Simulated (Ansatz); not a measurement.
# K3NaTe2: the cost of one run

Method: DFT PBE, scalar-relativistic, plane waves, PAW, in Ansatz 0.2.0.

### Step 1. Starting point

It takes space group R-3m (No. 166, trigonal). The conventional cell has a = 9.391 Å, b = 9.391 Å, c = 11.501 Å, α = 90.00°, β = 90.00°, γ = 120.00°. Around K (site symmetry 2/m) lie 2 Te at 2.88 Å. Around Na (site symmetry -3m) lie 2 Te at 2.88 Å. Around Te (site symmetry 3m) lie 3 K at 2.88 Å and 1 Na at 2.88 Å.

Coordinates:

```
K Na Te
1.0
     4.69546    2.71093    3.83383
    -4.69546    2.71093    3.83383
     0.00000   -5.42186    3.83383
K Na Te
3 1 2
Direct
  0.00000 0.50000 0.00000
  0.50000 0.00000 0.00000
  0.00000 0.00000 0.50000
  0.50000 0.50000 0.50000
  0.75000 0.75000 0.75000
  0.25000 0.25000 0.25000
```

Recipe of the guess: ordered mixture on the cation sites of cuprite (R-3m, No. 166). Its size is a rough estimate.

### Step 2. Probe: one point on a coarse mesh

The input, input.yaml:

```yaml
crystal:
  lattice:
    - [4.6954644, 2.71092763, 3.83383063]
    - [-4.6954644, 2.71092763, 3.83383063]
    - [0.0, -5.42185527, 3.83383063]
  atoms:
    - { symbol: K, position: [0.0, 0.5, 0.0] }
    - { symbol: K, position: [0.5, 0.0, 0.0] }
    - { symbol: K, position: [0.0, 0.0, 0.5] }
    - { symbol: Na, position: [0.5, 0.5, 0.5] }
    - { symbol: Te, position: [0.75, 0.75, 0.75] }
    - { symbol: Te, position: [0.25, 0.25, 0.25] }
basis:
  ecutwfc: 420
kpoints:
  mp_grid: { grid: [4, 4, 4] }
hamiltonian:
  xc: pbe
scf:
  occupations: { method: gaussian, width: 0.1 }
  lower_state_search: "off"
output:
  forces: true
  stress: true
  eigenvalues: true
```

On the command line:

```bash
ansatz run input.yaml --threads 1 --pin off --max-ram 2560MiB --backend cpu --events-out ev --progress --plain --runs-dir out
```

Q: Estimate wall time and peak memory on 1 thread of Arm Neoverse V1, shared host.

About 9.1 s, with a peak of 0.49 GiB.
